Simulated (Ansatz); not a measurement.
# Zr3SiF2: the cost of one run

Computed with Ansatz 0.2.0 (DFT PBE, scalar-relativistic, plane waves, PAW, unless a step's input says otherwise).

1 further run of the same task is left out (it didn't finish).

## Step 1: The structure to begin with

The structure is trigonal, space group R-3m (No. 166). Conventional cell: a = 5.188 Å, b = 5.188 Å, c = 12.458 Å, α = 90.00°, β = 90.00°, γ = 120.00°. Around Zr (site symmetry 2/m) lie 2 Si at 2.56 Å and 4 Zr at 2.59 Å and 6 F at 3.00 to 3.02 Å. Around Si (site symmetry -3m) lie 6 Zr at 2.56 Å. Around F (site symmetry 3m) lie 9 Zr at 3.00 to 3.02 Å and 3 Si at 3.04 Å.

Coordinates:

```cif
data_structure
_symmetry_space_group_name_H-M 'P 1'
_symmetry_Int_Tables_number 1
_cell_length_a 5.1202
_cell_length_b 5.1202
_cell_length_c 5.1202
_cell_angle_alpha 60.878
_cell_angle_beta 60.878
_cell_angle_gamma 60.878
_cell_volume 96.79
loop_
_atom_site_label
_atom_site_type_symbol
_atom_site_fract_x
_atom_site_fract_y
_atom_site_fract_z
_atom_site_occupancy
Zr1 Zr 0.00000 0.50000 0.00000 1
Zr2 Zr 0.50000 0.00000 0.00000 1
Zr3 Zr 0.00000 0.00000 0.50000 1
Si1 Si 0.00000 0.00000 0.00000 1
F1 F 0.62451 0.62451 0.62451 1
F2 F 0.37549 0.37549 0.37549 1
```

Recipe of the guess: species swapped into a database cell of Zr2Al3Zn (R-3m, No. 166), with F on the Zr sites, Zr on the Al sites and Si on the Zn sites. Its size is a rough estimate.

## Step 2: A first look at the guess

input.yaml

```yaml
crystal:
  lattice:
    - [2.59399405, 1.49764316, 4.1526334]
    - [-2.59399405, 1.49764316, 4.1526334]
    - [0.0, -2.99528632, 4.1526334]
  atoms:
    - { symbol: Zr, position: [0.0, 0.5, 0.0] }
    - { symbol: Zr, position: [0.5, 0.0, 0.0] }
    - { symbol: Zr, position: [0.0, 0.0, 0.5] }
    - { symbol: Si, position: [0.0, 0.0, 0.0] }
    - { symbol: F, position: [0.62451041, 0.62451041, 0.62451041] }
    - { symbol: F, position: [0.37548959, 0.37548959, 0.37548959] }
basis:
  ecutwfc: 420
kpoints:
  mp_grid: { grid: [6, 6, 6] }
hamiltonian:
  xc: pbe
scf:
  occupations: { method: gaussian, width: 0.1 }
  lower_state_search: "off"
output:
  forces: true
  stress: true
  eigenvalues: true
```

Run with:

```console
> ansatz run input.yaml --threads 1 --pin off --max-ram 2560MiB --backend cpu --events-out ev --progress --plain --runs-dir out
```

What time and memory should one allow on 1 thread of AMD EPYC 7R43 (Zen 3), shared host?

About 16 s, with a peak of 0.45 GiB.
